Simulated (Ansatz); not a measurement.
# C2H9AsO2Si: ionisation energy by level of theory

How much energy removes an electron from C2H9AsO2Si at fixed geometry? The cation is run at each level and the neutral's energy taken from earlier runs.

Computed with Ansatz 0.2.0, Gaussian basis. Level: unrestricted cation, the program's frozen cores in correlated methods.

The runs, in order: UKS PBE-D4/def2-TZVPP; UKS r2SCAN-D4/def2-TZVPP; UKS PBE0-D4/def2-TZVPP; UKS B3LYP-D4/def2-TZVPP; UKS wB97X-V/def2-TZVPP; UKS wB97M-V/def2-TZVPP; UKS B2PLYP/def2-TZVPP; UHF-CCSD(T)/def2-TZVPP; UHF-MP2/def2-QZVPP; extrapolation to the limit; then −ε(HOMO) from the neutral's earlier runs with LDA (SPW92), PBE-D4, revPBE-D4, BLYP-D4, r2SCAN-D4, B97M-V, PBE0-D4, B3LYP-D4, r2SCANh-D4, r2SCAN0-D4, HSE06-D4, BHLYP-D4, CAM-B3LYP-D4, LC-ωPBE, ωB97X-V, ωB97M-V.

## Step 1: Structure used throughout

The geometry comes from an earlier relaxation with PBE0-D4 in a triple-zeta def2 set; it is a stationary point, not always the lowest conformer.

SMILES `CO[As]([SiH3])OC`, 15 atoms, charge 0, spin multiplicity 1.

Atoms are counted from 1 here; the program's logs count them from 0.

Bond lengths: C1–O2 1.411 Å, C1–H7 1.092 Å, C1–H8 1.096 Å, C1–H9 1.097 Å, O2–As3 1.796 Å, As3–Si4 2.386 Å, As3–O5 1.796 Å, Si4–H10 1.483 Å, Si4–H11 1.486 Å, Si4–H12 1.486 Å, O5–C6 1.411 Å, C6–H13 1.097 Å, C6–H14 1.096 Å, C6–H15 1.092 Å. Angles: O2–C1–H7 108.1°, O2–C1–H8 111.0°, O2–C1–H9 112.2°, H7–C1–H8 108.5°, H7–C1–H9 108.5°, H8–C1–H9 108.5°, C1–O2–As3 117.2°, O2–As3–Si4 91.1°, O2–As3–O5 102.0°, Si4–As3–O5 91.1°, As3–Si4–H10 109.4°, As3–Si4–H11 108.6°, As3–Si4–H12 108.6°, H10–Si4–H11 110.6°, H10–Si4–H12 110.6°, H11–Si4–H12 109.0°, As3–O5–C6 117.2°, O5–C6–H13 112.2° and more.

## Step 2: Cation, UKS PBE-D4/def2-TZVPP

Input file in.yaml:

```yaml
crystal:
  periodic: [false, false, false]
  atoms:
    - {symbol: C, position_ang: [-1.336800, -1.906772, 0.194464]}
    - {symbol: O, position_ang: [-0.030941, -1.410847, -0.007084]}
    - {symbol: As, position_ang: [0.133991, 0.114303, -0.941188]}
    - {symbol: Si, position_ang: [2.513512, -0.044586, -0.869369]}
    - {symbol: O, position_ang: [0.142421, 1.350585, 0.361657]}
    - {symbol: C, position_ang: [-1.095960, 1.932260, 0.707900]}
    - {symbol: H, position_ang: [-1.271597, -2.989477, 0.323541]}
    - {symbol: H, position_ang: [-1.786422, -1.475785, 1.096019]}
    - {symbol: H, position_ang: [-1.995691, -1.697563, -0.657823]}
    - {symbol: H, position_ang: [2.950273, -0.258125, 0.531342]}
    - {symbol: H, position_ang: [2.938219, -1.180511, -1.728810]}
    - {symbol: H, position_ang: [3.088733, 1.214618, -1.410554]}
    - {symbol: H, position_ang: [-1.761347, 2.036886, -0.158483]}
    - {symbol: H, position_ang: [-1.609864, 1.337939, 1.471708]}
    - {symbol: H, position_ang: [-0.900630, 2.926476, 1.115982]}
basis:
  gaussian: {orbitals: def2-TZVPP}
total_charge: 1
magnetization: {spin_polarized: true, initial_magnetization: 1}
hamiltonian: {xc: pbe, dispersion: d4}
```

Launch:

```sh
$ ansatz run in.yaml --threads 2 --pin off --events-out ev --progress --plain --max-ram 32768MiB --backend cuda --devices 0, --max-vram 18GiB
```

After this run come: Cation, UKS r2SCAN-D4/def2-TZVPP; Cation, UKS PBE0-D4/def2-TZVPP; Cation, UKS B3LYP-D4/def2-TZVPP; Cation, UKS wB97X-V/def2-TZVPP; Cation, UKS wB97M-V/def2-TZVPP; Cation, UKS B2PLYP (frozen core)/def2-TZVPP; Cation, UHF-CCSD(T)/def2-TZVPP; Cation, UHF-MP2/def2-QZVPP.

Q: Predict the results of all the runs planned. Wanted: ionisation energy, CCSD(T)/CBS; nearest functional by difference; nearest −ε(HOMO); −ε(HOMO) of PBE; T1 of the cation.

**Answer**, as computed:

| quantity | value |
| --- | --- |
| ionisation energy, CCSD(T)/CBS | 9.01 eV |
| nearest functional by difference | ωB97X-V (-0.20 eV) |
| nearest −ε(HOMO) | ωB97X-V (+0.03 eV) |
| −ε(HOMO) of PBE | 5.67 eV |
| T1 of the cation | 0.021 |

**Reading.** By cation minus neutral, the functionals miss by 0.54 eV at most. −ε(HOMO) of PBE misses by 3.3 eV, since self-interaction lifts the level. Among orbital estimates ωB97X-V comes nearest. Hartree-Fock falls 0.91 eV short, as the neutral has more correlation energy than the cation. Correlated methods include outer-core shells of As, which these sets cover unevenly. With outer-core shells in play the reference is unsure by up to some tenths of an eV, so close misses can't be ranked.
